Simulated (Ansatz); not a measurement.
# C4H4O3: basis-set convergence

Aim: see how fast density functionals converge with the basis set for C4H4O3.

The runs use Ansatz 0.2.0, Gaussian basis; one geometry, several basis sets.

Levels to be run: PBE0-D4/def2-SVP; ωB97M-V/def2-SVP; PBE0-D4/def2-QZVPP; ωB97M-V/def2-QZVPP; the functionals' def2-TZVPP values are taken from earlier runs.

## (1) Structure used throughout

The geometry comes from an earlier relaxation with PBE0-D4 in a triple-zeta def2 set; it is a stationary point, not always the lowest conformer.

11 atoms, charge 0, spin multiplicity 1.

Atoms are counted from 1 here; the program's logs count them from 0.

Bond lengths: C1–C2 1.195 Å, C1–H8 1.063 Å, C2–O3 1.305 Å, O3–C4 1.374 Å, C4–O5 1.188 Å, C4–O6 1.316 Å, O6–C7 1.429 Å, C7–H9 1.087 Å, C7–H10 1.090 Å, C7–H11 1.090 Å. Angles: C2–C1–H8 179.0°, C1–C2–O3 175.7°, C2–O3–C4 117.0°, O3–C4–O5 125.3°, O3–C4–O6 106.1°, O5–C4–O6 128.7°, C4–O6–C7 114.3°, O6–C7–H9 105.5°, O6–C7–H10 110.3°, O6–C7–H11 110.3°, H9–C7–H10 110.6°, H9–C7–H11 110.6°, H10–C7–H11 109.4°.

## (2) PBE0-D4 in def2-SVP

in.yaml reads:

```yaml
crystal:
  periodic: [false, false, false]
  atoms:
    - {symbol: C, position_ang: [-1.514779, -2.072111, 2.216956]}
    - {symbol: C, position_ang: [-1.007637, -1.662924, 1.215778]}
    - {symbol: O, position_ang: [-0.469488, -1.305198, 0.082362]}
    - {symbol: C, position_ang: [0.003153, -0.018408, -0.004482]}
    - {symbol: O, position_ang: [-0.040467, 0.788722, 0.866503]}
    - {symbol: O, position_ang: [0.493089, 0.108418, -1.219345]}
    - {symbol: C, position_ang: [1.038840, 1.397960, -1.502124]}
    - {symbol: H, position_ang: [-1.963328, -2.420369, 3.115330]}
    - {symbol: H, position_ang: [1.398947, 1.342298, -2.525961]}
    - {symbol: H, position_ang: [0.269033, 2.163918, -1.406534]}
    - {symbol: H, position_ang: [1.857941, 1.620592, -0.818083]}
basis:
  gaussian: {orbitals: def2-SVP}
hamiltonian: {xc: pbe0, dispersion: d4}
output: {orbitals: {seedname: orbitals}}
```

Run with:

```bash
ansatz run in.yaml --threads 4 --pin off --events-out ev --progress --plain --max-ram 10444MiB
```

After this run come: ωB97M-V in def2-SVP; PBE0-D4 in def2-QZVPP; ωB97M-V in def2-QZVPP.

**Question.** What will the summary of the whole plan be? Wanted: PBE0-D4: double and triple zeta above quadruple; ωB97M-V: double and triple zeta above quadruple.

The runs gave:

| quantity | value |
| --- | --- |
| PBE0-D4: double and triple zeta above quadruple | 12.42, 0.55 eV |
| ωB97M-V: double and triple zeta above quadruple | 12.74, 0.51 eV |

PBE0-D4 gains 11.87 eV from double to triple zeta, then 0.55 eV more. These are total energies; as a rule much of such shifts cancels in differences, which this series doesn't test. The LUMO of ωB97M-V is positive and keeps falling with the basis (2.75 to 1.77 eV): an unbound level that the basis holds in place.
